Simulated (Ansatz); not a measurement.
# BBrGeH₄: up Jacob's ladder to CCSD(T)

Aim: compute BBrGeH₄ with functionals from several rungs and with coupled cluster, and see how far each lands from CCSD(T) at the basis-set limit for the atomisation energy.

Program: Ansatz 0.2.0, Gaussian basis. Level of theory: functionals in def2-TZVPP, the program's frozen cores in correlated methods. These are calculated values, not measurements.

The runs, in order: LDA (SPW92), PBE-D4, revPBE-D4, BLYP-D4, r2SCAN-D4, B97M-V, PBE0-D4, B3LYP-D4, r2SCANh-D4, r2SCAN0-D4, HSE06-D4, BHLYP-D4, CAM-B3LYP-D4, LC-ωPBE, ωB97X-V, ωB97M-V, B2PLYP, PBE-QIDH; CCSD(T)/def2-SVP; CCSD(T)/def2-TZVPP; MP2/def2-QZVPP; extrapolation to the limit; RPA on PBE.

### 1 The relaxed structure

An earlier PBE0-D4 in a triple-zeta def2 set relaxation fixed the geometry.

SMILES `[BH2][GeH2][Br]`, 7 atoms, charge 0, spin multiplicity 1.

Atoms are counted from 1 here; the program's logs count them from 0.

Bond lengths: B1–Ge2 2.054 Å, B1–H4 1.195 Å, B1–H5 1.191 Å, Ge2–Br3 2.323 Å, Ge2–H6 1.539 Å, Ge2–H7 1.539 Å. Angles: Ge2–B1–H4 118.5°, Ge2–B1–H5 121.7°, H4–B1–H5 119.8°, B1–Ge2–Br3 111.2°, B1–Ge2–H6 112.5°, B1–Ge2–H7 112.7°, Br3–Ge2–H6 105.7°, Br3–Ge2–H7 105.7°, H6–Ge2–H7 108.5°.

### 2 LDA

This LDA is Slater exchange with PW92 correlation.

in.yaml

```yaml
crystal:
  periodic: [false, false, false]
  atoms:
    - {symbol: B, position_ang: [-1.063892, -0.117425, -0.727447]}
    - {symbol: Ge, position_ang: [0.613787, -0.115431, 0.457629]}
    - {symbol: Br, position_ang: [1.642291, 1.968005, 0.457215]}
    - {symbol: H, position_ang: [-1.689001, -1.130310, -0.829193]}
    - {symbol: H, position_ang: [-1.421286, 0.859708, -1.307104]}
    - {symbol: H, position_ang: [0.295386, -0.423662, 1.931455]}
    - {symbol: H, position_ang: [1.683816, -1.108984, -0.028255]}
basis:
  gaussian: {orbitals: def2-TZVPP}
hamiltonian: {xc: lda}
output: {orbitals: {seedname: orbitals}}
```

The run is started by

```sh
$ ansatz run in.yaml --threads 2 --pin off --events-out ev --progress --plain --max-ram 4352MiB
```

Further steps of the session: PBE-D4 (GGA); revPBE-D4 (GGA); BLYP-D4 (GGA); r2SCAN-D4 (meta-GGA); B97M-V (meta-GGA); PBE0-D4 (hybrid); B3LYP-D4 (hybrid); r2SCANh-D4 (hybrid); r2SCAN0-D4 (hybrid); HSE06-D4 (hybrid); BHLYP-D4 (hybrid); CAM-B3LYP-D4 (range-separated); LC-ωPBE (range-separated); ωB97X-V (range-separated); ωB97M-V (range-separated); B2PLYP (double hybrid); PBE-QIDH (double hybrid); CCSD(T) in def2-SVP; CCSD(T) in def2-TZVPP; MP2 in def2-QZVPP; RPA on PBE orbitals.

Before running them: what should the planned runs give, taken together? Wanted: atomisation energy, CCSD(T)/CBS; farthest beyond LDA; mean size of error, GGA; mean size of error, meta-GGA; mean size of error, hybrid; mean size of error, range-separated; mean size of error, double hybrid; gap, smallest and largest; T1 diagnostic.

As calculated:

| quantity | value |
| --- | --- |
| atomisation energy, CCSD(T)/CBS | 20.153 eV |
| functionals within 0.202 eV (1.0 %) | PBE-D4, r2SCAN-D4, B97M-V, PBE0-D4, B3LYP-D4, r2SCANh-D4, r2SCAN0-D4, HSE06-D4, CAM-B3LYP-D4, ωB97X-V, ωB97M-V, PBE-QIDH |
| farthest beyond LDA | revPBE-D4 (-0.524 eV) |
| mean size of error, GGA | 0.345 eV |
| mean size of error, meta-GGA | 0.144 eV |
| mean size of error, hybrid | 0.136 eV |
| mean size of error, range-separated | 0.157 eV |
| mean size of error, double hybrid | 0.208 eV |
| gap, smallest and largest | 2.64 eV (LDA (SPW92)), 10.05 eV (LC-ωPBE) |
| T1 diagnostic | 0.0095 |
| triples share of the correlation energy | 3.3 % |

LDA overbinds by 2.343 eV (12 %). PBE-D4 is off by -0.109 eV. Double hybrids carry the basis error of their MP2 part in triple zeta, and no dispersion term here, so their miss is partly the set-up's. The rungs hybrid, meta-GGA, range-separated miss on average by less than the doubt on the reference (0.202 eV), so they tie. Misses under about 0.202 eV are within the doubt on the reference itself, which lacks core-valence correlation, relativity and higher excitations, and its outer-core shells are covered unevenly. All levels share the lack of spin-orbit coupling, which lowers the free heavy atoms and so the true binding. Hartree-Fock recovers 77 % of the binding; the rest is correlation. CCSD(T) in def2-SVP is off by -1.265 eV, worse than the median functional, from the basis alone. The gap grows from 2.6 to 10.1 eV across the functionals, mostly with the share of exact exchange. Correlated methods include outer-core shells of Br, Ge, which these sets cover unevenly.
